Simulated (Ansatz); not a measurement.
**CdTe: the crystal squeezed far**

An exercise on one series of results from a longer session: the logs are not shown, and one member is left open.

The COD entry's cell or inner coordinates are ideal or old and differ from later refinements, so a difference from it is no clean test against experiment.

Program: Ansatz 0.2.0. Level of theory: DFT, PBE, PAW with Ansatz's default frozen-core files, scalar-relativistic. These are calculated values, not measurements.

### The structure to begin with

The structure is cubic, space group F-43m (No. 216). Conventional cell: a = 6.410 Å, b = 6.410 Å, c = 6.410 Å, α = 90.00°, β = 90.00°, γ = 90.00°. Around Cd (site symmetry -43m) lie 4 Te at 2.78 Å. Te (site symmetry -43m) has 4 Cd at 2.78 Å as nearest neighbours.

Structure file:

```
Cd Te
1.0
     0.00000    3.20500    3.20500
     3.20500    0.00000    3.20500
     3.20500    3.20500    0.00000
Cd Te
1 1
Direct
  0.00000 0.00000 0.00000
  0.25000 0.25000 0.25000
```

Whether this phase is the stable one at these pressures isn't tested.

Atoms are numbered in the order of the input: Cd1, Te2.

Set-up of the first run:

File input.yaml:

```yaml
crystal:
  lattice:
    - [0.0, 3.205, 3.205]
    - [3.205, 0.0, 3.205]
    - [3.205, 3.205, 0.0]
  atoms:
    - { symbol: Cd, position: [0.0, 0.0, 0.0] }
    - { symbol: Te, position: [0.25, 0.25, 0.25] }
kpoints:
  mp_grid: { grid: [10, 10, 10] }
  band_path:
    path:
      - [0.0, 0.0, 0.0]
      - [-0.5, -0.5, 0.0]
      - [-0.375, -0.375, 0.25]
      - [-0.375, 0.0, 0.375]
      - [0.0, 0.0, 0.0]
      - [0.0, 0.0, 0.5]
      - [-0.5, -0.25, 0.25]
      - [-0.5, -0.5, 0.0]
    npoints: 6
scf:
  occupations: { method: fermi_dirac, width: 0.05 }
hamiltonian:
  xc: pbe
  pseudopotentials: { kind: paw }
output:
  forces: true
  stress: true
  eigenvalues: true
  efg: { contact_densities: true }
  populations: true
  write_density: true
  write_potential: true
  elf: true
  volumetric_format: npy
```

Command:

```bash
> ansatz run input.yaml --threads 1 --pin off --max-ram 2048MiB --backend cpu --events-out ev --progress --plain --runs-dir out
```

Among the steps run: Volume scaled by 1, PAW; Volume scaled by 0.75, PAW; Volume scaled by 0.7, PAW; Volume scaled by 0.65, PAW.

One table of the session follows, with a row left open; its other results are not shown here.

| method | volume over the first | volume (Å³/atom) | pressure (GPa) | gap (eV) |
| --- | --- | --- | --- | --- |
| PAW | 1 | 32.922 | 4.24 | 0.87 |
| PAW | 0.75 | 24.691 | 33.63 | 1.71 |
| PAW | 0.7 | 23.045 | 46.79 | 1.46 |
| PAW | 0.65 | ? | ? | ? |

Q: Estimate the row for PAW, 0.65 from the others.

**Answer.** volume (Å³/atom): 21.399; pressure (GPa): 65.00; gap (eV): 1.18. In the column «volume (Å³/atom)» it is the lowest.

Caveats from the session: A fit over so wide a range leans to the high pressures, so B₀ can be off by several per cent. Spin-orbit coupling is left out, though the cell holds Te; in elements this heavy it can shift bands and gaps by tenths of an eV. Warnings in the runs' records: gradients without spin orbit.
